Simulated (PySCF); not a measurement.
# H4O3Si: the cost of one run

Computed with PySCF 2.14.0, with density-fitted response routines of our own, on a single molecule in the gas phase. Atoms count from 0, in the outputs and in this text.

**1. Starting geometry**

8 atoms, charge 0, multiplicity 1; geometry from: GFN2-xTB. The atoms were then displaced at random by about 0.01 Å, so the start is not that level's minimum.

Bonds of the start (Å): O0–Si1 1.62, Si1–O2 1.63, Si1–O3 1.61, O0–H4 0.93, Si1–H5 1.46, O2–H6 0.95, O3–H7 0.96.

**2. Relaxing the molecule at PBE0-D3(BJ)/def2-SVP**

The job: settings as JSON, then the geometry in Å.

```
{"job": {"xc": "PBE0", "basis": "def2-SVP", "d3": "d3bj", "grid": 1, "shake": 0.01, "kind": "geom"}, "charge": 0, "multiplicity": 1}
O      0.493240    -0.047260    -1.477110
Si     0.207290     0.075990     0.115170
O     -1.023710     1.120650     0.367870
O     -0.193130    -1.379180     0.664570
H      0.899750    -0.801820    -1.842200
H      1.414710     0.538160     0.795150
H     -1.043880     1.909600    -0.153760
H     -0.699150    -1.435280     1.477840
```

On the command line:

```
OMP_NUM_THREADS=1 python probes_run.py task.json out
```

One launch serves the whole session: the jobs run in the order shown.

Q: Estimate the wall time and peak memory of this first job on 1 thread of Arm Neoverse N1, shared host.

About 69 s, with a peak of 0.34 GiB.
